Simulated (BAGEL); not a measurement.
**C2H6LiN (SMILES [Li][N](C)C): levels of theory compared**

Wanted: a comparison of 3 runs (B3LYP/6-31G*, B3LYP/def2-SVPD, PBE0/def2-SVPD) of C2H6LiN. 

Program for the calculation: BAGEL 1.2.2.

19 further runs of the same task are left out: 3 that didn't finish, 16 set aside as unsound or not needed.

## 1. The structure to begin with

C2H6LiN: 10 atoms, total charge 0, spin state singlet. SMILES: `[Li][N](C)C`. Geometry: relaxed at PBE0-D4/def2-TZVP.

Bond lengths: Li1–N2 1.737 Å, N2–C3 1.433 Å, N2–C4 1.433 Å, C3–H5 1.098 Å, C3–H6 1.109 Å, C3–H7 1.109 Å, C4–H8 1.098 Å, C4–H9 1.109 Å, C4–H10 1.109 Å. Some angles: Li1–N2–C3 125.4°, Li1–N2–C4 125.4°, C3–N2–C4 109.2°, N2–C3–H5 111.6°, N2–C3–H6 113.1°, N2–C3–H7 113.1°, N2–C4–H8 111.6°, N2–C4–H9 113.1°, N2–C4–H10 113.1°, H5–C3–H6 106.5°.

## 2. A single-point energy at B3LYP/6-31G(d) (density fitting with qzvpp-jkfit, spherical functions) (run 1)

The input, dft.json:

```json
{ "bagel": [

{
  "title": "molecule",
  "basis": "6-31gs.json",
  "df_basis": "qzvpp-jkfit",
  "angstrom": true,
  "geometry": [
    { "atom": "Li", "xyz": [   -1.785100,   -0.986400,   -1.208700 ] },
    { "atom": "N", "xyz": [   -0.474200,   -0.268400,   -0.324500 ] },
    { "atom": "C", "xyz": [    0.116700,    1.006300,   -0.604200 ] },
    { "atom": "C", "xyz": [    0.189400,   -0.858100,    0.800000 ] },
    { "atom": "H", "xyz": [   -0.364300,    1.495300,   -1.462000 ] },
    { "atom": "H", "xyz": [    0.043400,    1.715300,    0.245400 ] },
    { "atom": "H", "xyz": [    1.197800,    0.941500,   -0.843100 ] },
    { "atom": "H", "xyz": [   -0.234300,   -1.840000,    1.050100 ] },
    { "atom": "H", "xyz": [    0.119600,   -0.240700,    1.718700 ] },
    { "atom": "H", "xyz": [    1.274100,   -1.015900,    0.631200 ] }
  ]
},
{ "title": "ks", "xc_func": "b3lyp", "charge": 0 },
{ "title": "print", "file": "orbitals.molden", "orbitals": true }

]}
```

The basis set 6-31G* is read from a file made from the Basis Set Exchange's data (not shown).

Launch:

```
$ BAGEL_NUM_THREADS=1 BAGEL dft.json > dft.out
```

The log of the run:

```text
* using 1 threads per process

  ===============================================================
  ===============================================================

  *** Geometry ***

  { "atom" : "Li", "xyz" : [     -3.373350,     -1.864026,     -2.284112 ] },
  { "atom" : "N", "xyz" : [     -0.896108,     -0.507202,     -0.613216 ] },
  { "atom" : "C", "xyz" : [      0.220531,      1.901631,     -1.141773 ] },
[... 6 lines of this table left out ...]
  { "atom" : "H", "xyz" : [      2.407700,     -1.919773,      1.192795 ] },

  Number of auxiliary basis functions:      386

  Since a DF basis is specified, we compute 2- and 3-index integrals:
    o Being stored without compression. Storage requirement is 0.014 GB

  Number of basis functions:       68
  Number of electrons      :       28

    * METHOD: MOLECULE                             0.23

  *** Kohn-Sham DFT ***

    * Removing 19790 points whose weight is below 1.00e-10
    * Grid points: 129270

  === Nuclear Repulsion ===
    92.9644758151

       - DIIS with orbital gradients will be used.

  === KS iteration (b3lyp / 6-31gs.json) ===
      0       -109.95357542          0.16270557           0.41
      1       -104.68062427          0.13240389           0.40
      2       -114.70138792          0.18404390           0.40
[... 15 lines of this table left out ...]
     18       -142.08040201          0.00000000           0.41
    * SCF iteration converged.

    * Permanent dipole moment:
           (    1.505009,     0.824339,     1.014944) a.u.

    * METHOD: KS                                   8.64

    * METHOD: PRINT                                0.02

  ===============================================================
```

Run time: 9.3 s. Hardware: 1 thread of Arm Neoverse N1, shared host; peak memory 0.39 GiB.

## 3. A single-point energy at B3LYP/def2-SVPD (density fitting with qzvpp-jkfit) (run 2)

The input, job.json:

```json
{ "bagel": [

{
  "title": "molecule",
  "basis": "def2-svpd.json",
  "df_basis": "qzvpp-jkfit",
  "angstrom": true,
  "geometry": [
    { "atom": "Li", "xyz": [      -1.785100,      -0.986400,      -1.208700 ] },
    { "atom": "N", "xyz": [      -0.474200,      -0.268400,      -0.324500 ] },
    { "atom": "C", "xyz": [       0.116700,       1.006300,      -0.604200 ] },
    { "atom": "C", "xyz": [       0.189400,      -0.858100,       0.800000 ] },
    { "atom": "H", "xyz": [      -0.364300,       1.495300,      -1.462000 ] },
    { "atom": "H", "xyz": [       0.043400,       1.715300,       0.245400 ] },
    { "atom": "H", "xyz": [       1.197800,       0.941500,      -0.843100 ] },
    { "atom": "H", "xyz": [      -0.234300,      -1.840000,       1.050100 ] },
    { "atom": "H", "xyz": [       0.119600,      -0.240700,       1.718700 ] },
    { "atom": "H", "xyz": [       1.274100,      -1.015900,       0.631200 ] }
  ]
},

{ "title": "ks", "xc_func": "b3lyp" },

{ "title": "print", "file": "orbitals.molden", "orbitals": true }

]}
```

The basis set def2-SVPD is read from a file made from the Basis Set Exchange's data (not shown).

Launch:

```
$ BAGEL_NUM_THREADS=1 BAGEL job.json > job.out
```

The log of the run:

```text
* using 1 threads per process

  ===============================================================
  ===============================================================

  *** Geometry ***

  { "atom" : "Li", "xyz" : [     -3.373350,     -1.864026,     -2.284112 ] },
  { "atom" : "N", "xyz" : [     -0.896108,     -0.507202,     -0.613216 ] },
  { "atom" : "C", "xyz" : [      0.220531,      1.901631,     -1.141773 ] },
[... 6 lines of this table left out ...]
  { "atom" : "H", "xyz" : [      2.407700,     -1.919773,      1.192795 ] },

  Number of auxiliary basis functions:      386

  Since a DF basis is specified, we compute 2- and 3-index integrals:
    o Being stored without compression. Storage requirement is 0.044 GB

  Number of basis functions:      120
  Number of electrons      :       28

    * METHOD: MOLECULE                             0.30

  *** Kohn-Sham DFT ***

    * Removing 19790 points whose weight is below 1.00e-10
    * Grid points: 129270

  === Nuclear Repulsion ===
    92.9644758151

       - DIIS with orbital gradients will be used.

  === KS iteration (b3lyp / def2-svpd.json) ===
      0       -107.35629916          0.11164366           0.70
      1        -98.34394539          0.13115347           0.68
      2       -113.79996220          0.12690049           0.68
[... 15 lines of this table left out ...]
     18       -141.99529776          0.00000001           0.69
    * SCF iteration converged.

    * Permanent dipole moment:
           (    1.634168,     0.895038,     1.102089) a.u.

    * METHOD: KS                                  14.22

    * METHOD: PRINT                                0.05

  ===============================================================
```

Wall time 15 s (1 thread of Arm Neoverse N1, shared host); peak memory 0.67 GiB.

## 4. The energy at PBE0/def2-SVPD (density fitting with qzvpp-jkfit) (run 3)

The input, input.json:

```json
{ "bagel": [

{
  "title": "molecule",
  "basis": "def2-svpd.json",
  "df_basis": "qzvpp-jkfit",
  "angstrom": true,
  "geometry": [
    { "atom": "Li", "xyz": [      -1.785100,      -0.986400,      -1.208700 ] },
    { "atom": "N", "xyz": [      -0.474200,      -0.268400,      -0.324500 ] },
    { "atom": "C", "xyz": [       0.116700,       1.006300,      -0.604200 ] },
    { "atom": "C", "xyz": [       0.189400,      -0.858100,       0.800000 ] },
    { "atom": "H", "xyz": [      -0.364300,       1.495300,      -1.462000 ] },
    { "atom": "H", "xyz": [       0.043400,       1.715300,       0.245400 ] },
    { "atom": "H", "xyz": [       1.197800,       0.941500,      -0.843100 ] },
    { "atom": "H", "xyz": [      -0.234300,      -1.840000,       1.050100 ] },
    { "atom": "H", "xyz": [       0.119600,      -0.240700,       1.718700 ] },
    { "atom": "H", "xyz": [       1.274100,      -1.015900,       0.631200 ] }
  ]
},

{
  "title": "ks",
  "xc_func": "pbe0",
  "charge": 0
},

{
  "title": "print",
  "file": "orbitals.molden",
  "orbitals": true
}

]}
```

The basis set def2-SVPD is read from a file made from the Basis Set Exchange's data (not shown).

Launch:

```
$ BAGEL_NUM_THREADS=1 BAGEL input.json > input.out
```

The log of the run:

```text
* using 1 threads per process

  ===============================================================
  ===============================================================

  *** Geometry ***

  { "atom" : "Li", "xyz" : [     -3.373350,     -1.864026,     -2.284112 ] },
  { "atom" : "N", "xyz" : [     -0.896108,     -0.507202,     -0.613216 ] },
  { "atom" : "C", "xyz" : [      0.220531,      1.901631,     -1.141773 ] },
[... 6 lines of this table left out ...]
  { "atom" : "H", "xyz" : [      2.407700,     -1.919773,      1.192795 ] },

  Number of auxiliary basis functions:      386

  Since a DF basis is specified, we compute 2- and 3-index integrals:
    o Being stored without compression. Storage requirement is 0.044 GB

  Number of basis functions:      120
  Number of electrons      :       28

    * METHOD: MOLECULE                             0.31

  *** Kohn-Sham DFT ***

    * Removing 19790 points whose weight is below 1.00e-10
    * Grid points: 129270

  === Nuclear Repulsion ===
    92.9644758151

       - DIIS with orbital gradients will be used.

  === KS iteration (pbe0 / def2-svpd.json) ===
      0       -107.14795630          0.11141652           0.68
      1        -97.72556981          0.12764587           0.67
      2       -114.28657603          0.12550855           0.67
[... 16 lines of this table left out ...]
     19       -141.79943459          0.00000001           0.68
    * SCF iteration converged.

    * Permanent dipole moment:
           (    1.658802,     0.908569,     1.118753) a.u.

    * METHOD: KS                                  14.68

    * METHOD: PRINT                                0.06

  ===============================================================
```

Run time: 15 s. Hardware: 1 thread of Arm Neoverse N1, shared host; peak memory 0.67 GiB.

## 5. The series

| run | level | energy (Eh) | dipole moment (D) | HOMO energy (eV) | LUMO energy (eV) | wall time |
| --- | --- | --- | --- | --- | --- | --- |
| 1 | B3LYP/6-31G* (density fitting with qzvpp-jkfit, spherical functions) | -142.080402 | 5.07 | -3.76 | -1.27 | 9.3 s |
| 2 | B3LYP/def2-SVPD (density fitting with qzvpp-jkfit) | -141.995298 | 5.50 | -3.97 | -1.35 | 15 s |
| 3 | PBE0/def2-SVPD (density fitting with qzvpp-jkfit) | -141.799435 | 5.59 | -4.11 | -1.10 | 15 s |

## 6. What came out

```
            quantity          value
 run 3: total energy  -141.79943 Eh
run 3: dipole moment         5.59 D
  run 3: HOMO energy       -4.11 eV
  run 3: LUMO energy       -1.10 eV
run 3: HOMO–LUMO gap        3.01 eV
```

In words: The dipole moment (its size) runs from 5.07 D (B3LYP/6-31G*) to 5.59 D (PBE0/def2-SVPD). The two ends differ in method and basis. The HOMO–LUMO gap runs from 2.49 eV (B3LYP/6-31G*) to 3.01 eV (PBE0/def2-SVPD). Totals of different functionals can't be ranked against each other. All runs together took 40 s, the longest 15 s.
